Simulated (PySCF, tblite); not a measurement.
# C5H14SSi2: geometry, infrared bands and NMR shifts

Aim: predict the infrared bands and NMR shifts of C5H14SSi2 (`CS/C=C\[C@@H](C)[SiH2][SiH3]`).

Computed with tblite 0.8.0 and PySCF 2.14.0, with density-fitted response routines of our own, on a single molecule in the gas phase. Atoms count from 0, in the outputs and in this text.

## 1. Starting geometry

22 atoms, charge 0, multiplicity 1; geometry from: force field or distance geometry start.

Bonds of the start (Å): C0–S1 1.82, S1–C2 1.74, C2–C3 1.34, C3–C4 1.51, C4–C5 1.54, C4–Si6 1.91, Si6–Si7 2.30, C0–H8 1.09, C0–H9 1.08, C0–H10 1.10, C2–H11 1.08, C3–H12 1.11, C4–H13 1.11, C5–H14 1.09, C5–H15 1.11, C5–H16 1.10, Si6–H17 1.49, Si6–H18 1.50, Si7–H19 1.49, Si7–H20 1.48, Si7–H21 1.48.

## 2. Geometry optimisation with GFN2-xTB

What the job is given:

```
{"job": {"kind": "relax", "xc": "GFN2-xTB", "basis": "xTB"}, "charge": 0, "multiplicity": 1}
C      3.335700     1.893300     0.065600
S      1.973600     0.887300    -0.591900
C      1.416700     0.141300     0.875300
C      0.357900    -0.683100     0.924800
C     -0.522300    -1.185000    -0.196600
C     -0.495000    -2.720600    -0.226100
Si    -2.294700    -0.480300    -0.110200
Si    -2.253700     1.787200    -0.521600
H      4.087600     1.264400     0.547200
H      3.794100     2.439100    -0.752000
H      2.943900     2.619900     0.789200
H      1.926100     0.375500     1.798900
H      0.102900    -1.083000     1.930500
H     -0.122900    -0.855700    -1.174600
H     -1.069800    -3.107900    -1.065300
H     -0.912000    -3.148100     0.706900
H      0.538700    -3.084400    -0.322700
H     -3.148700    -1.183300    -1.112700
H     -2.865500    -0.769700     1.247300
H     -3.638400     2.331300    -0.474600
H     -1.706600     2.072500    -1.871800
H     -1.457900     2.508900     0.499000
```

The run is started by

```console
> OMP_NUM_THREADS=1 python probes_run.py task.json out
```

One launch serves the whole session: the jobs run in the order shown.

**Question.** This job is followed by: GFN2-xTB harmonic vibrations, gas phase; GIAO PBE0/pcSseg-1 NMR shielding, non-relativistic, gas phase. Predict these results of the whole session: strongest single infrared mode (GFN2-xTB); zero-point energy (GFN2-xTB); 13C shifts against TMS (PBE0/pcSseg-1); 1H shifts against TMS (PBE0/pcSseg-1, means over atoms taken as alike); 33S shifts against CS2 (PBE0/pcSseg-1); 29Si shifts against TMS (PBE0/pcSseg-1); surface potential, 1st and 99th percentile.

As calculated:

| quantity | value |
| --- | --- |
| strongest single infrared mode (GFN2-xTB) | 2221 cm⁻¹, 482 km/mol |
| zero-point energy (GFN2-xTB) | 103.6 kcal/mol |
| 13C shifts against TMS (PBE0/pcSseg-1) | 135.3, 134.1, 25.2, 21.5, 21.4 ppm |
| 1H shifts against TMS (PBE0/pcSseg-1, means over atoms taken as alike) | 5.59, 5.58, 4.05, 3.66, 3.44, 2.27, 1.99, 1.34 ppm |
| 33S shifts against CS2 (PBE0/pcSseg-1) | -2 ppm |
| 29Si shifts against TMS (PBE0/pcSseg-1) | -63.1, -120.1 ppm |
| surface potential, 1st and 99th percentile | -0.78 V and 0.99 V |

Over 134 steps the energy fell by 0.185 eV; of the close pairs, C3–H12 changed most, 1.112 to 1.082 Å. All 60 modes are real, so the xTB geometry is a minimum. The strongest single mode, at 2221 cm⁻¹, moves mainly H19. GFN2-xTB is a fitted tight-binding method: band positions and strengths are rough. Its intensities can rank the bands wrongly. At PBE0/pcSseg-1: Shielding is most anisotropic at S1 (span 346 ppm, paramagnetic term -555 ppm).
